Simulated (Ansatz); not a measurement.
# NiO2: the cost of one run

Program: Ansatz 0.2.0. Level of theory: DFT PBEsol, scalar-relativistic, plane waves, PAW. These are calculated values, not measurements.

1 further run of the same task is left out (set aside as unsound or not needed).

## Step 1: The structure to begin with

It takes space group P-3m1 (No. 164, trigonal). The conventional cell has a = 2.785 Å, b = 2.785 Å, c = 4.879 Å, α = 90.00°, β = 90.00°, γ = 120.00°. Around Ni (site symmetry -3m) lie 6 O at 1.86 Å. O (site symmetry 3m) is surrounded by 3 Ni at 1.86 Å.

As a file:

```
Ni O
1.0
     2.78453    0.00000    0.00000
    -1.39226    2.41147    0.00000
     0.00000    0.00000    4.87891
Ni O
1 2
Direct
  0.00000 0.00000 0.50000
  0.66667 0.33333 0.69121
  0.33333 0.66667 0.30879
```

It goes back to an entry of the Materials Project, which need not be the stable form.

This cell was relaxed beforehand with the same method: volume 10.92 Å³/atom, gap on the mesh 1.04 eV.

## Step 2: The reference: the undisturbed cell on the scan's mesh

input.yaml

```yaml
crystal:
  lattice:
    - [2.784525755, 0.0, 0.0]
    - [-1.3922628775, 2.4114700413, 0.0]
    - [0.0, 0.0, 4.8789139732]
  atoms:
    - { symbol: Ni, position: [0.0, 0.0, 0.5] }
    - { symbol: O, position: [0.6666666667, 0.3333333333, 0.6912080179] }
    - { symbol: O, position: [0.3333333333, 0.6666666667, 0.3087919821] }
basis:
  ecutwfc: 420
kpoints:
  mp_grid: { grid: [12, 12, 6] }
hamiltonian:
  xc: pbesol
scf:
  occupations: { method: gaussian, width: 0.05 }
output:
  forces: true
  stress: true
  eigenvalues: true
```

Launch:

```bash
$ ansatz run input.yaml --threads 1 --pin off --max-ram 2560MiB --backend cpu --events-out ev --progress --plain --runs-dir out
```

**Question.** How long does this run take on 1 thread of Intel Xeon 6975P-C (Granite Rapids), shared host, and how much memory does it need?

About 1.7 s, with a peak of 0.36 GiB.
